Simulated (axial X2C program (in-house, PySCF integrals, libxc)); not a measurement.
# A two-component session on CoP⁺: properties at the nuclei

Aim: properties at the nuclei of CoP⁺, with spin–orbit coupling in the Hamiltonian from the start.

Program: an in-house X2C program for linear molecules on PySCF integrals. Level of theory: two-component X2C with atomic mean-field terms, Co dyall-cv3z, P dyall-v3z. These are calculated values, not measurements.

## Step 1: Input

Input file task.json:

```json
{
 "zs": [
  27,
  15
 ],
 "q": 1,
 "bas": [
  "dyall-cv3z",
  "dyall-v3z"
 ],
 "r0": 2.05,
 "levels": [
  "PBE0",
  "HF",
  "r2SCAN",
  "B3LYP",
  "BHandHLYP"
 ],
 "nst": 3
}
```

Keys: zs atomic numbers; q charge; bas basis sets; r0 starting distance in Å; levels methods (HF also brings MP2); nst determinants followed.

Started as:

```console
$ python soeom.py task.json out
```

The runs that follow: Expectation values, lowest determinant; Expectation values, a higher determinant; Expectation values, a higher determinant.

Q: Predict the outcome of this session. Wanted: lowest determinant; Eeff magnitude; Ws magnitude Co; A∥/gI Co; qzz Co; higher determinant (for each run or level that gives them).

**Answer**, as computed:

| quantity | value |
| --- | --- |
| lowest determinant | Ω = 5/2 (excess of +ω over −ω: ω = 5/2) |
| Eeff magnitude (GV/cm), PBE0 | 0.109 |
| Ws magnitude Co (kHz), PBE0 | 0.0028 |
| A∥/gI Co (MHz), PBE0 | 636 |
| qzz Co (a.u.), PBE0 | -0.58 |
| higher determinant | Ω = 3/2 (excess of +ω over −ω: ω = 3/2) |
| Eeff magnitude (GV/cm), PBE0, higher determinant | 0.109 |
| Ws magnitude Co (kHz), PBE0, higher determinant | 0.00443 |
| A∥/gI Co (MHz), PBE0, higher determinant | 376 |
| qzz Co (a.u.), PBE0, higher determinant | -0.62 |
| higher determinant | Ω = 7/2 (excess of +ω over −ω: 2 × ω = 1/2, ω = 5/2) |
| Eeff magnitude (GV/cm), PBE0, higher determinant | 0.34 |
| Ws magnitude Co (kHz), PBE0, higher determinant | 0.0273 |
| A∥/gI Co (MHz), PBE0, higher determinant | 687 |
| qzz Co (a.u.), PBE0, higher determinant | 0.35 |

What this shows: In the first state, the effective field runs from 0.0549 to 0.152 GV/cm over the mean-field levels, so the levels don't agree on it. The expectation values come from single determinants, which for open shells can mix terms of unlike spin or miss the lowest Ω, so a determinant need not be a state. Eeff is the effective electric field on the electron dipole moment in this Ω state and Ws the scalar–pseudoscalar constant (defined with the proton number Z and per Ω); A∥ is the parallel hyperfine constant, which follows by multiplying with the nuclear g factor gI = μI/(I μN); qzz is the electric field gradient, eQq0 = 234.96 MHz × Q/barn × qzz. The operators were transformed with the bare-nucleus X2C matrices.
